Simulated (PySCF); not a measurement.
**In₂Cl⁺: one geometry, several methods and rigid scans**

How much do the numbers for In₂Cl⁺ (singlet) hang on the method? All levels run at one geometry, the PBE0 minimum. Rigid scans about the minimum follow.

Method: several methods, basis Cl def2-TZVP, In def2-TZVP with ECP28, scalar-relativistic core potentials, no spin–orbit coupling, density fitting; program: PySCF 2.14.0.

## 1. The starting structure

3 atoms, charge 1, spin multiplicity 1.

Bond lengths: Cl1–In2 2.654 Å, Cl1–In3 2.654 Å. Angles: In2–Cl1–In3 180.0°.

```xyz
3
charge 1 multiplicity 1
Cl    0.0000    0.0000    0.0000
In    0.0000    0.0000    2.6535
In    0.0000    0.0000   -2.6535
```

## 2. PBE0

The steps are one call of a driver around PySCF; scf.py gives each level's set-up. Each SCF starts from the density of the minimum. The driver also runs the species with one electron less or more at the same geometry (one less: multiplicity 2, one more: multiplicity 2); their logs are not shown.

Input file scf.py:

```python
from pyscf import gto, scf, dft
mol = gto.M(atom='''
Cl     0.000000     0.000000     0.000000
In     0.000000     0.000000     2.653538
In     0.000000     0.000000    -2.653538''',
    basis={'Cl': 'def2-TZVP', 'In': 'def2-TZVP'},
    ecp={'In': 'def2-TZVP'},
    charge=1, spin=0)
mf = dft.RKS(mol, xc='PBE0')
mf.grids.atom_grid = (99, 590)
aux = {'Cl': 'def2-universal-JKFIT', 'In': 'def2-universal-JKFIT'}
mf = mf.density_fit(auxbasis=aux)
mf.kernel()
```

## 3. HF

scf.py: that of step 2 with these lines changed.

```diff
@@ -9,2 +9 @@
-mf = dft.RKS(mol, xc='PBE0')
-mf.grids.atom_grid = (99, 590)
+mf = scf.RHF(mol)
```

## 4. MP2

scf.py: that of step 3 with these lines changed.

```diff
@@ -12,0 +13,2 @@
+from pyscf.mp import dfmp2
+dfmp2.DFMP2(mf, frozen=13).kernel()  # the driver gives MP2 a fitting basis of its own (RI)
```

## 5. PBE

scf.py: that of step 4 with these lines changed.

```diff
@@ -9 +9,2 @@
-mf = scf.RHF(mol)
+mf = dft.RKS(mol, xc='PBE')
+mf.grids.atom_grid = (99, 590)
@@ -13,2 +13,0 @@
-from pyscf.mp import dfmp2
-dfmp2.DFMP2(mf, frozen=13).kernel()  # the driver gives MP2 a fitting basis of its own (RI)
```

## 6. r2SCAN

scf.py: that of step 5 with these lines changed.

```diff
@@ -9 +9 @@
-mf = dft.RKS(mol, xc='PBE')
+mf = dft.RKS(mol, xc='R2SCAN')
```

## 7. B3LYP

scf.py: that of step 6 with these lines changed.

```diff
@@ -9 +9 @@
-mf = dft.RKS(mol, xc='R2SCAN')
+mf = dft.RKS(mol, xc='B3LYP')
```

## 8. TPSSh

scf.py: that of step 7 with these lines changed.

```diff
@@ -9 +9 @@
-mf = dft.RKS(mol, xc='B3LYP')
+mf = dft.RKS(mol, xc='TPSSH')
```

## 9. r2SCAN0

scf.py: that of step 8 with these lines changed.

```diff
@@ -9 +9 @@
-mf = dft.RKS(mol, xc='TPSSH')
+mf = dft.RKS(mol, xc='HYB_MGGA_XC_R2SCAN0')
```

## 10. BP86

scf.py: that of step 9 with these lines changed.

```diff
@@ -9 +9 @@
-mf = dft.RKS(mol, xc='HYB_MGGA_XC_R2SCAN0')
+mf = dft.RKS(mol, xc='B88,P86')
```

## 12. Breathing scan

A rigid scan with PBE0: all bonds to the central atom are scaled together. Each point starts from its neighbour's orbitals, and energies count from the minimum. Dipoles of the ion refer to the centre of mass.

## 13. Stretching one bond

A rigid scan with PBE0: the bond from Cl to the last atom (In) is scaled and the rest held.

## 14. Bending curve

A rigid scan with PBE0: the In–Cl–In angle changes, with bonds held.

## 15. Bend–stretch map

A rigid scan with PBE0: rows scale both bonds, columns set the In–Cl–In angle.

(Steps that only read results are left out.)

Before running it: what results should come out? Wanted: vertical ionisation energy, range; vertical electron affinity, range; orbital gap, range; all bonds 4 % longer; one bond 20 % longer.

The runs gave:

| quantity | value |
| --- | --- |
| vertical ionisation energy, range | 12.65 (HF) to 13.78 (MP2) eV |
| vertical electron affinity, range | 3.49 (HF) to 4.75 (BP86) eV |
| orbital gap, range | 4.22 (PBE) to 9.98 (HF) eV |
| all bonds 4 % longer | 4.6 kJ/mol |
| one bond 20 % longer | 26.9 kJ/mol |

**Reading.** The vertical ionisation energy spreads over 1.13 eV, from HF to MP2; without a CCSD(T) value for it there is no yardstick here. Shortening all bonds by 4 % costs 6.0 kJ/mol and lengthening them 4.6: the wall is steeper on the short side.
